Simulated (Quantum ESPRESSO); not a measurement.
The system is Ti.

```
Ti
1.0
     0.00000    2.02500    2.02500
     2.02500    0.00000    2.02500
     2.02500    2.02500    0.00000
Ti
1
Direct
  0.00000 0.00000 0.00000
```

The cell was built by a generator and needn't be a form met in nature.

Base run:

| Quantity | Value |
| --- | --- |
| Program | Quantum ESPRESSO 7.5 |
| Functional | LDA |
| Potentials or basis | GBRV 1.5 LDA |
| Cutoff | 612 eV |
| Density cutoff | 4898 eV |
| k mesh | 16 × 16 × 16 |
| Occupations | methfessel-paxton, width 0.1 eV |
| Spin | no spin polarisation |

Its results: band gap on the k mesh none (metal or under the smearing width); pressure -4.1 GPa.

The run is repeated on the same cell with these changes: functional from LDA to PBEsol; potentials or basis from GBRV 1.5 LDA to GBRV 1.5 PBEsol. What comes out?

Band gap on the k mesh none (metal or under the smearing width); pressure 0.5 GPa.

Not every run made on this cell is shown here.
